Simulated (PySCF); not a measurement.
# [Pr(OH)4]−: other functionals and bases at one geometry

The task here is to estimate one member of a computed series from the others.

Program: PySCF 2.14.0. Level of theory: several levels, as the steps say, no spin–orbit coupling. These are calculated values, not measurements.

1 further run of the same task is left out (for a known fault of the program).

## The starting structure

9 atoms, charge -1, spin multiplicity 1.

Bond lengths: Pr1–O2 2.206 Å, Pr1–O4 2.206 Å, Pr1–O6 2.206 Å, Pr1–O8 2.206 Å, O2–H3 0.955 Å, O4–H5 0.955 Å, O6–H7 0.955 Å, O8–H9 0.955 Å. Angles: O2–Pr1–O4 109.4°, O2–Pr1–O6 109.5°, O2–Pr1–O8 109.5°, O4–Pr1–O6 109.5°, O4–Pr1–O8 109.5°, O6–Pr1–O8 109.4°, Pr1–O2–H3 176.5°, Pr1–O4–H5 176.5°, Pr1–O6–H7 176.5°, Pr1–O8–H9 176.5°.

As a file:

```xyz
9

Pr    0.0000    0.0000    0.0000
O     1.4009    1.1309    1.2743
H     1.9779    1.6683    1.8129
O    -1.4009   -1.1309    1.2743
H    -1.9779   -1.6683    1.8129
O     1.1309   -1.4009   -1.2743
H     1.6683   -1.9779   -1.8129
O    -1.1309    1.4009   -1.2743
H    -1.6683    1.9779   -1.8129
```

Formal oxidation states: Pr +3. Each metal's 2 4f electrons lie in its core potential, so multiplicities, spins and levels count the valence alone. An earlier session relaxed this geometry at PBE0, Pr lcecp-1-SVP with ECP48, O def2-SVP, H def2-SVP (singlet, point group D2).

At PBE0 on the finer grid: E = -335.869189 Eh, HOMO -2.35 eV, LUMO 3.84 eV, Mulliken charge on Pr1 +0.87 e, largest force component 0.005 eV/Å. 

Levels to run: BP86; B3LYP; PBE0, TZVP. Hardware: 2 threads of Arm Neoverse V1, shared host.

Set-up of the first run:

The input, run.py (the lines that set the calculation):

```python
mol = gto.M(atom='''
Pr     0.00000     0.00000     0.00000
O      1.40093     1.13088     1.27426
H      1.97785     1.66835     1.81289
O     -1.40093    -1.13088     1.27426
H     -1.97785    -1.66835     1.81289
O      1.13088    -1.40093    -1.27426
H      1.66835    -1.97785    -1.81289
O     -1.13088     1.40093    -1.27426
H     -1.66835     1.97785    -1.81289''',
    basis={'Pr': 'lcecp-1-SVP', 'O': 'def2-SVP', 'H': 'def2-SVP'},
    ecp={'Pr': 'lcecp-1-SVP'},
    charge=-1, spin=0)
mf = dft.RKS(mol, xc='B88,P86')
mf.grids.atom_grid = (75, 302)  # f atoms: unpruned, at least (60, 302)
mf = mf.density_fit()  # fitting sets: Pr AutoAux, O def2-universal-JKFIT, H def2-universal-JKFIT
mf.conv_tol = 1e-08; mf.max_cycle = 55
mf.kernel(dm0)  # dm0: the density of the relaxed state
```

Launch:

```bash
OMP_NUM_THREADS=2 python run.py
```

Among the steps run: BP86; B3LYP; PBE0, TZVP.

One of the session's tables, all rows but one given; the rest of the session is left out.

```
              level  HOMO (eV)  gap (eV)  charge on Pr1 (e)  largest force component (eV/Å)
PBE0 (relaxed here)      -2.35      6.20               0.87                            0.01
               BP86          ?         ?                  ?                               ?
              B3LYP      -2.05      5.63               0.79                            0.13
         PBE0, TZVP      -2.81      6.44               1.52                            0.23
```

Q: Estimate the row for BP86 from the others.

The run gave: HOMO (eV): -0.80; gap (eV): 4.21; charge on Pr1 (e): 0.60; largest force component (eV/Å): 0.41. In the column «HOMO (eV)» it is the highest.

In one basis the HOMO–LUMO gap runs from 4.21 eV (BP86) to 6.20 eV (PBE0). The largest leftover force, 0.41 eV/Å with BP86, stands at a geometry relaxed at another level. With 4f in the core, its levels are missing from HOMO and gap, and its count is fixed, so no charge can pass from the ligands into it. Total energies of different levels can't be compared.
